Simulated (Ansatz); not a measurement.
# O (diamond type): the cost of one run

Method: DFT PBEsol, with the methods named in each step, in Ansatz 0.2.0.

## (1) The starting structure

Symmetry: Fd-3m, No. 227, cubic system. Conventional cell: a = 4.339 Å, b = 4.339 Å, c = 4.339 Å, α = 90.00°, β = 90.00°, γ = 90.00°. O (site symmetry -43m) has 4 O at 1.88 Å in its first shell of neighbours.

Structure file:

```
CELL_PARAMETERS angstrom
0.00000 2.16960 2.16960
2.16960 0.00000 2.16960
2.16960 2.16960 0.00000
ATOMIC_POSITIONS crystal
O 0.87500 0.87500 0.87500
O 0.12500 0.12500 0.12500
```

Whether this phase is the stable one at these pressures isn't tested.

Atoms are numbered in the order of the input: O1, O2.

## (2) The reference volume, LAPW

File input.yaml:

```yaml
crystal:
  lattice:
    - [0.0, 2.1695990356, 2.1695990356]
    - [2.1695990356, 0.0, 2.1695990356]
    - [2.1695990356, 2.1695990356, 0.0]
  atoms:
    - { symbol: O, position: [-0.125, -0.125, -0.125] }
    - { symbol: O, position: [0.125, 0.125, 0.125] }
kpoints:
  mp_grid: { grid: [14, 14, 14] }
  band_path:
    path:
      - [0.0, 0.0, 0.0]
      - [0.5, 0.0, 0.5]
      - [0.625, 0.25, 0.625]
      - [0.375, 0.375, 0.75]
      - [0.0, 0.0, 0.0]
      - [0.5, 0.5, 0.5]
      - [0.5, 0.25, 0.75]
      - [0.5, 0.0, 0.5]
    npoints: 14
scf:
  occupations: { method: fermi_dirac, width: 0.08 }
hamiltonian:
  xc: pbesol
  pseudopotentials: { kind: all_electron, lapw: { basis_error: 0.001 } }
output:
  forces: true
  stress: true
  eigenvalues: true
  populations: true
  dos: { projected: true, de: 0.2, e_range: [-14, 8] }
```

The run is started by

```
$ ansatz run input.yaml --threads 1 --pin off --max-ram 2048MiB --backend cpu --events-out ev --progress --plain --runs-dir out
```

**Question.** How long does this run take on 1 thread of Arm Neoverse V2, shared host, and how much memory does it need?

About 10 s, with a peak of 0.29 GiB.
